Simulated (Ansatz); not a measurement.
# FeB3: the cost of one run

Method: DFT PBE, scalar-relativistic, plane waves, PAW, in Ansatz 0.2.0.

## 1. The starting structure

Symmetry: Fm-3m, No. 225, cubic system. The conventional cell has a = 4.895 Å, b = 4.895 Å, c = 4.895 Å, α = 90.00°, β = 90.00°, γ = 90.00°. Fe (site symmetry m-3m) has 14 B at 2.12 to 2.45 Å as nearest neighbours. Around B (site symmetry -43m) lie 4 Fe at 2.12 Å and 4 B at 2.12 Å. B (site symmetry m-3m) is surrounded by 8 B at 2.12 Å and 6 Fe at 2.45 Å.

Structure file:

```
CELL_PARAMETERS angstrom
0.00000 2.44771 2.44771
2.44771 0.00000 2.44771
2.44771 2.44771 0.00000
ATOMIC_POSITIONS crystal
Fe 0.00000 0.00000 0.00000
B 0.25000 0.25000 0.25000
B 0.75000 0.75000 0.75000
B 0.50000 0.50000 0.50000
```

A structure generator made this guess: random cell by space group and Wyckoff sites (Fm-3m, No. 225). The dimensions are guesses.

## 2. Probe: one point on a coarse mesh

input.yaml reads:

```yaml
crystal:
  lattice:
    - [0.0, 2.44771017, 2.44771017]
    - [2.44771017, 0.0, 2.44771017]
    - [2.44771017, 2.44771017, 0.0]
  atoms:
    - { symbol: Fe, position: [0.0, 0.0, 0.0], spin: 4.0 }
    - { symbol: B, position: [0.25, 0.25, 0.25] }
    - { symbol: B, position: [0.75, 0.75, 0.75] }
    - { symbol: B, position: [0.5, 0.5, 0.5] }
basis:
  ecutwfc: 420
kpoints:
  mp_grid: { grid: [6, 6, 6] }
hamiltonian:
  xc: pbe
scf:
  occupations: { method: gaussian, width: 0.1 }
  lower_state_search: "off"
output:
  forces: true
  stress: true
  eigenvalues: true
  populations: true
magnetization:
  spin_polarized: true
```

The run is started by

```console
ansatz run input.yaml --threads 1 --pin off --max-ram 2560MiB --backend cpu --events-out ev --progress --plain --runs-dir out
```

Q: Estimate wall time and peak memory on 1 thread of Arm Neoverse N1, shared host.

About 4.2 s, with a peak of 0.27 GiB.
